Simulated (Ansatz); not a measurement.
# CH4AlFTe: the cost of one run

All numbers are computed with Ansatz 0.2.0, driven from Python. Level of theory: B3LYP/def2-SVP.

### Step 1. The structure

Bond lengths: C1–Te2 2.083 Å, Te2–Al3 2.612 Å, Al3–F4 1.825 Å, C1–H5 1.108 Å, C1–H6 1.178 Å, C1–H7 1.109 Å, Al3–H8 1.563 Å. Angles: C1–Te2–Al3 89.1°, Te2–C1–H5 113.4°, Te2–C1–H6 110.4°, Te2–C1–H7 111.8°, H5–C1–H6 106.2°, H5–C1–H7 109.1°, H6–C1–H7 105.5°, Te2–Al3–F4 118.8°, Te2–Al3–H8 119.7°, F4–Al3–H8 121.3°.

No structure file is read: the coordinates are typed or built in the script.

### Step 2. The script

Contents of ch4alfte.py:

```python
import itertools

import ansatz
from ase import Atoms
from ase.data import atomic_numbers, covalent_radii
from ase.thermochemistry import IdealGasThermo
import numpy as np

GEOMETRY = """
C    -0.72400    1.25730    0.00380
Te    1.16020    0.89810    0.81660
Al    0.95770   -1.59810    0.07590
F     1.62280   -2.09010   -1.55100
H    -1.52870    0.66200    0.47940
H    -1.02390    2.38740    0.14530
H    -0.74030    1.08110   -1.09090
H     0.36830   -2.65480    1.06500
"""


def main() -> None:
    ch4alfte = ansatz.Crystal.molecule()
    for line in GEOMETRY.strip().splitlines():
        symbol, *xyz = line.split()
        ch4alfte = ch4alfte.atom(symbol, [float(v) for v in xyz])

    base = (
        ch4alfte.calculation()
        .basis(gaussian="def2-SVP")
        .functional("B3LYP")
    )
    symbols = [site.symbol for site in ch4alfte.cartesian_sites]
    start = np.array([site.position_ang for site in ch4alfte.cartesian_sites], dtype=float)
    rep = base.relax(force_tolerance=0.003).run().report
    end = np.array(rep["positions_ang"])

    radius = [covalent_radii[atomic_numbers[s]] for s in symbols]
    span = lambda where, i, j: np.linalg.norm(where[i] - where[j])
    bonded = [(i, j) for i, j in itertools.combinations(range(len(symbols)), 2) if min(span(start, i, j), span(end, i, j)) < 1.2 * (radius[i] + radius[j])]
    print("pair        before    after (A)")
    for i, j in bonded:
        print(f"{symbols[i]}{i}-{symbols[j]}{j}".ljust(10), f"{span(start, i, j):8.4f} {span(end, i, j):8.4f}")

    minimum = ansatz.Crystal.molecule()
    for symbol, place in zip(symbols, end):
        minimum = minimum.atom(symbol, place.tolist())
    vibrating = minimum.calculation()
    vibrating = vibrating.basis(gaussian="def2-SVP")
    vibrating = vibrating.functional("B3LYP").phonons(temperatures=(200, 600, 100))
    vib = vibrating.run().report["vibrations"]
    sums = vib["harmonic_sums"]
    modes = [m["omega_inv_cm"] for m in sums["modes_at_gamma"] if m["rigid_motion"] == "no"]
    print("frequencies (1/cm):", " ".join(f"{w:.0f}" for w in modes))
    print("imaginary modes:", sum(w < 0 for w in modes), " zero-point energy:", round(sums["zero_point_energy_ev"], 4), "eV")
    gas = IdealGasThermo(vib_energies=[w / 8065.544 for w in modes if w > 0], geometry="linear" if len(modes) == 3 * len(symbols) - 5 else "nonlinear",
                         atoms=Atoms(symbols, positions=end), symmetrynumber=1, spin=0.0)
    print(f"H(298 K) - E = {gas.get_enthalpy(298.15, verbose=False):.4f} eV")
    print(f"S(298 K, 1 bar) = {96485.33 * gas.get_entropy(298.15, 1e5, verbose=False):.1f} J/(mol K) with symmetry number 1")


if __name__ == "__main__":
    main()
```

### Step 3. The run

Launch:

```
python ch4alfte.py
```

Q: Estimate wall time and peak memory on 1 thread of Arm Neoverse V1, shared host.

About 5.2 min, with a peak of 0.33 GiB.
